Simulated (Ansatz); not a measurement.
**GeBH₄OF: small, medium and large basis sets**

Aim: see how fast density functionals converge with the basis set for GeBH₄OF.

Program: Ansatz 0.2.0, Gaussian basis. Level of theory: one geometry, several basis sets. These are calculated values, not measurements.

Plan: PBE0-D4/def2-SVP; ωB97M-V/def2-SVP; PBE0-D4/def2-QZVPP; ωB97M-V/def2-QZVPP; the functionals' def2-TZVPP values are taken from earlier runs.

## Step 1: Structure used throughout

The geometry comes from an earlier relaxation with PBE0-D4 in a triple-zeta def2 set; it is a stationary point, not always the lowest conformer.

SMILES `O[B](F)[GeH3]`, 8 atoms, charge 0, spin multiplicity 1.

Atoms are counted from 1 here; the program's logs count them from 0.

Bond lengths: O1–B2 1.348 Å, O1–H5 0.959 Å, B2–F3 1.326 Å, B2–Ge4 2.083 Å, Ge4–H6 1.537 Å, Ge4–H7 1.542 Å, Ge4–H8 1.537 Å. Angles: B2–O1–H5 113.9°, O1–B2–F3 116.0°, O1–B2–Ge4 124.8°, F3–B2–Ge4 119.2°, B2–Ge4–H6 111.1°, B2–Ge4–H7 110.5°, B2–Ge4–H8 111.2°, H6–Ge4–H7 107.9°, H6–Ge4–H8 108.1°, H7–Ge4–H8 107.9°.

Geometry (Å):

```
O     1.7769    0.7083   -0.6305
B     1.0576   -0.1381    0.1329
F     1.7552   -0.9623    0.9032
Ge   -1.0232   -0.2256    0.1738
H     1.2428    1.2901   -1.1752
H    -1.5634    0.0830    1.5790
H    -1.6251    0.8052   -0.8025
H    -1.5285   -1.6175   -0.2366
```

## Step 2: PBE0-D4 in def2-SVP

The input, in.yaml:

```yaml
crystal:
  periodic: [false, false, false]
  atoms:
    - {symbol: O, position_ang: [1.776923, 0.708263, -0.630460]}
    - {symbol: B, position_ang: [1.057573, -0.138147, 0.132930]}
    - {symbol: F, position_ang: [1.755168, -0.962282, 0.903174]}
    - {symbol: Ge, position_ang: [-1.023162, -0.225570, 0.173810]}
    - {symbol: H, position_ang: [1.242803, 1.290053, -1.175228]}
    - {symbol: H, position_ang: [-1.563438, 0.082979, 1.579004]}
    - {symbol: H, position_ang: [-1.625134, 0.805152, -0.802461]}
    - {symbol: H, position_ang: [-1.528534, -1.617548, -0.236569]}
basis:
  gaussian: {orbitals: def2-SVP}
hamiltonian: {xc: pbe0, dispersion: d4}
output: {orbitals: {seedname: orbitals}}
```

The run is started by

```sh
$ ansatz run in.yaml --threads 2 --pin off --events-out ev --progress --plain --max-ram 4352MiB
```

The runs that follow: ωB97M-V in def2-SVP; PBE0-D4 in def2-QZVPP; ωB97M-V in def2-QZVPP.

**Question.** What will the summary of the whole plan be? Wanted: PBE0-D4: double and triple zeta above quadruple; ωB97M-V: double and triple zeta above quadruple.

The runs gave:

| quantity | value |
| --- | --- |
| PBE0-D4: double and triple zeta above quadruple | 15.26, 1.52 eV |
| ωB97M-V: double and triple zeta above quadruple | 15.34, 1.48 eV |

**Reading.** For PBE0-D4 the step from double to triple zeta gains 13.73 eV and the next only 1.52 eV. These are total energies; as a rule much of such shifts cancels in differences, which this series doesn't test.
